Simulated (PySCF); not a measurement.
# A diatomic session: RbH

One table from this session's results is given with a row withheld; the runs are named, their logs left out.

Program: PySCF 2.14.0. Level of theory: Rb def2-SVPD with ECP28, H def2-SVPD, scalar-relativistic core potentials. These are calculated values, not measurements.

Set-up of the first run:

Settings of the job:

```json
{"atoms": "Rb, H", "charge": "0", "basis": "Rb def2-SVPD with ECP28, H def2-SVPD", "Hamiltonian": "scalar-relativistic core potentials", "basis functions": "35", "electrons treated": "10", "masses in u": "84.9118, 1.0078", "levels": "PBE0, PBE, r²SCAN, r²SCAN0, TPSS, B3LYP, ωB97X, HF, MP2, SCS-MP2, CCSD, CCSD(T)", "grid": "80 radial by 434 angular points", "occupations": "held fixed by the projection of orbital angular momentum", "dissociation limit": "Rb + H, each in its ground configuration", "starting distance in angstrom": "2.380", "values of 2S to try": "0, 2"}
```

Started as:

```
$ OMP_NUM_THREADS=1 python dia.py task.json out
```

Among the steps run: Set-up; PBE0 along the bond; Excited determinants; PBE (GGA); r²SCAN (meta-GGA); r²SCAN0 (hybrid meta-GGA); TPSS; B3LYP (global hybrid GGA); ωB97X (range-separated hybrid); RHF; Correlated methods on the Hartree–Fock reference.

One table of the session follows, with a row left open; its other results are not shown here.

Differences from the measured constants:

| level | Re (mÅ) | ωe (%) |
| --- | --- | --- |
| RHF | +123 | -2.4 |
| RHF-MP2 | +65 | 0.0 |
| RHF-SCS-MP2 | +75 | -1.0 |
| RHF-CCSD | +81 | -3.6 |
| RHF-CCSD(T) | +79 | -3.7 |
| PBE | +61 | -4.2 |
| TPSS | +58 | -1.9 |
| r²SCAN | ? | ? |
| B3LYP | +64 | -2.1 |
| PBE0 | +56 | -1.0 |
| r²SCAN0 | +67 | -0.7 |
| ωB97X | +66 | +1.2 |

Estimate the missing values for r²SCAN.

The run gave: Re (mÅ): +76; ωe (%): -2.9. In the column «Re (mÅ)» it lies between RHF-SCS-MP2 (+75) and RHF-CCSD(T) (+79).
